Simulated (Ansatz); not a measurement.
Sn, space group Immm: a convergence test of the plane-wave cutoff, run with Ansatz 0.2.0, Python API.

The script, `ecut.py`:
```python
# -*- coding: utf-8 -*-
"""Cutoff test for Sn."""

import ansatz as az
from pymatgen.core import Lattice, Structure
from pymatgen.io.ase import AseAtomsAdaptor


def main():
    pmg_structure = Structure(
        Lattice([[-1.726539, 1.775547, 2.338342], [1.726539, -1.775547, 2.338342], [1.726539, 1.775547, -2.338342]]),
        ["Sn"],
        [
            [0.0, 0.0, 0.0],
        ],
    )
    cell = az.Crystal.from_ase(AseAtomsAdaptor.get_atoms(pmg_structure))

    calculation = (
        cell.calculation()
        .functional("r2scan")
        .kpoints(11, 11, 11, center="gamma")
        .occupations("Fermi-Dirac")
        .stress()
    )

    rows = []
    for value in [250, 350, 450, 550]:
        data = calculation.basis(value).run().report
        rows.append((value, data["free_energy_ev"] / len(data["lattice"]["sites"]), data["n_iterations"], sum(data["stress_gpa"][i][i] for i in range(3)) / 3, data["n_pw"]))

    print(" cutoff (eV)   F/atom (eV)    iterations       P (GPa)   plane waves")
    for row in rows:
        print(f"{str(row[0]):>12s}  {row[1]:12.5f}  {row[2]:12d}  {row[3]:12.3f}  {row[4]:12d}")

    # the last row is the reference
    for row in rows[:-1]:
        shift = 1000 * (row[1] - rows[-1][1])
        print(f"{row[0]}: {shift:+.2f} meV/atom" + ("  (within 2 meV)" if abs(shift) < 2 else ""))


if __name__ == "__main__":
    main()
```

From which cutoff on is the energy per atom within 2 meV of the last row, and how does it get there?

From 450 eV on it stays within 2 meV an atom of the value at 550 eV; the first row (250 eV) is off by 530.8 meV and the last but one by 0.47 meV. The energy falls steadily, as expected when plane waves are added. The pressure moves from -2.75 to -2.21 GPa (the program's stress holds a Pulay correction, so it settles early). The last run costs about 2.6 times the first.

What the script printed:

`python ecut.py` gives:
```text
DeckWarning: basis.ecutwfc = 250 eV is below the records' recommended 500 eV, and the density's cutoff is lower with it unless basis.ecutrho_ratio is high enough to keep the records' density cutoff: compare with a run at a higher cutoff
DeckWarning: basis.ecutwfc = 350 eV is below the records' recommended 500 eV, and the density's cutoff is lower with it unless basis.ecutrho_ratio is high enough to keep the records' density cutoff: compare with a run at a higher cutoff
DeckWarning: basis.ecutwfc = 450 eV is below the records' recommended 500 eV, and the density's cutoff is lower with it unless basis.ecutrho_ratio is high enough to keep the records' density cutoff: compare with a run at a higher cutoff
 cutoff (eV)   F/atom (eV)    iterations       P (GPa)   plane waves
         250   -6037.86700             6        -2.754           275
         350   -6038.39359             6        -2.181           419
         450   -6038.39733             6        -2.204           615
         550   -6038.39779             6        -2.207           849
250: +530.79 meV/atom
350: +4.21 meV/atom
450: +0.47 meV/atom  (within 2 meV)
```
(Warnings from the package without file and line.)

For a metal this k-point mesh is coarse: on a finer one energies can move by several to tens of meV an atom and pressures by half a GPa or more, differences at one mesh by less. Pressure is positive in compression. This isn't the structure that Sn takes at ambient conditions. Shifts are counted from the last row, which is itself no proven limit. Finished in 20 s on 1 thread of Intel(R) Xeon(R) Processor @ 2.30GHz, on a shared host, peak memory 0.71 GiB.
